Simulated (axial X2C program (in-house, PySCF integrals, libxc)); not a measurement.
# A two-component session on SeCa⁻: properties at the nuclei

Wanted for SeCa⁻: properties at the nuclei, at the two-component level.

Method: two-component X2C with atomic mean-field terms, Se dyall-acv3z, Ca dyall-acv3z; program: an in-house X2C program for linear molecules on PySCF integrals.

All values are calculated.

1 further run of the same task is left out (it didn't finish).

### Step 1. The job

Input file task.json:

```json
{
 "zs": [
  34,
  20
 ],
 "q": -1,
 "bas": [
  "dyall-acv3z",
  "dyall-acv3z"
 ],
 "r0": 2.54,
 "levels": [
  "PBE0",
  "HF",
  "BHandHLYP",
  "LDA",
  "BP86"
 ],
 "nst": 3
}
```

Keys: zs atomic numbers; q charge; bas basis sets; r0 starting distance in Å; levels methods (HF also brings MP2); nst determinants followed.

Run with:

```bash
python soeom.py task.json out
```

After this run come: Expectation values, lowest determinant; Expectation values, a higher determinant.

Q: Predict the outcome of this session. Wanted: lowest determinant; Eeff magnitude; Ws magnitude Se; A∥/gI Se; qzz Se; higher determinant (for each run or level that gives them).

**Answer**, as computed:

| quantity | value |
| --- | --- |
| lowest determinant | Ω = 1/2 (excess of +ω over −ω: ω = 1/2) |
| Eeff magnitude (GV/cm), PBE0 | 0.602 |
| Ws magnitude Se (kHz), PBE0 | 0.334 |
| A∥/gI Se (MHz), PBE0 | 88.8 |
| qzz Se (a.u.), PBE0 | -0.29 |
| higher determinant | Ω = 3/2 (excess of +ω over −ω: ω = 3/2) |
| Eeff magnitude (GV/cm), PBE0, higher determinant | 0.0511 |
| Ws magnitude Se (kHz), PBE0, higher determinant | 0.00903 |
| A∥/gI Se (MHz), PBE0, higher determinant | 379 |
| qzz Se (a.u.), PBE0, higher determinant | -4.19 |

In words: In the first state, the effective field runs from 0.551 to 0.7 GV/cm over the mean-field levels. The expectation values come from single determinants, which for open shells can mix terms of unlike spin or miss the lowest Ω, so a determinant need not be a state. Eeff is the effective electric field on the electron dipole moment in this Ω state and Ws the scalar–pseudoscalar constant (defined with the proton number Z and per Ω); A∥ is the parallel hyperfine constant, which follows by multiplying with the nuclear g factor gI = μI/(I μN); qzz is the electric field gradient, eQq0 = 234.96 MHz × Q/barn × qzz. The operators were transformed with the bare-nucleus X2C matrices.
